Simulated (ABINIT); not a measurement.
**HPbNO4 in ABINIT: convergence with cutoff**

Crystal: HPbNO4.

```
CELL_PARAMETERS angstrom
3.85707 0.00178 -0.03658
0.17353 4.33436 -0.01647
0.75803 0.83873 5.87662
ATOMIC_POSITIONS crystal
H 0.61511 0.89559 0.19844
Pb 0.64597 0.44651 0.91685
N 0.71474 0.23810 0.50058
O 0.16958 0.47007 0.77768
O 0.62919 0.97045 0.49845
O 0.56424 0.92583 0.03849
O 0.78022 0.42250 0.31951
```

The cell was built by a generator and needn't be a form met in nature.

| Quantity | Value |
| --- | --- |
| Program | ABINIT 10.8.3 (patched build) |
| Task | single point |
| Functional | PBE |
| Potentials or basis | Ansatz PAW PBE default generated set, frozen core |
| Cutoff | 177 eV |
| k mesh | 4 × 3 × 3 |
| Occupations | fermi-dirac, width 0.05 eV |
| Spin | no spin polarisation |

These are the settings of the first run; the series varies cutoff, with any setting tied to it.

Hardware: 4 MPI ranks on Arm Neoverse N1, on a shared host.

```
 cutoff  energy less the tightest run, at zero smearing (meV/atom)  largest force (eV/Å)  gap on the mesh (eV)  SCF cycles  CPU time (s)
 6.5 Ha                                                    8815.84                 4.762                 0.395          17           210
   8 Ha                                                    3124.02                 1.822                 0.464          18           230
 9.5 Ha                                                    1069.03                 0.459                 0.551          18           250
  11 Ha                                                     329.71                 0.294                 0.551          18           250
13.5 Ha                                                      37.35                 0.034                 0.563          18           290
  16 Ha                                                       3.30                 0.033                 0.561          18           340
18.5 Ha                                                       1.03                 0.038                 0.561          18           340
21.5 Ha                                                       0.46                 0.043                 0.561          18           390
25.5 Ha                                                       0.00                 0.047                 0.561          18           450
```

Against the tightest run, the energy stays within 1 meV/atom from 21.5 Ha on; the largest force stays within 0.005 eV/Å from 21.5 Ha on; the gap on the mesh stays within 0.01 eV from 13.5 Ha on. The tightest run that finished is the yardstick and may itself not be fully converged.

Caveat, for the tightest run too: the k mesh is coarse (spacing up to 0.49 Å⁻¹), so the values aren't converged; the atomic spheres overlap; spin-orbit coupling is left out, which as a rule narrows the gap of such compounds by several tenths of an eV; an odd mesh through Γ misses points on the zone boundary, where band edges often lie.
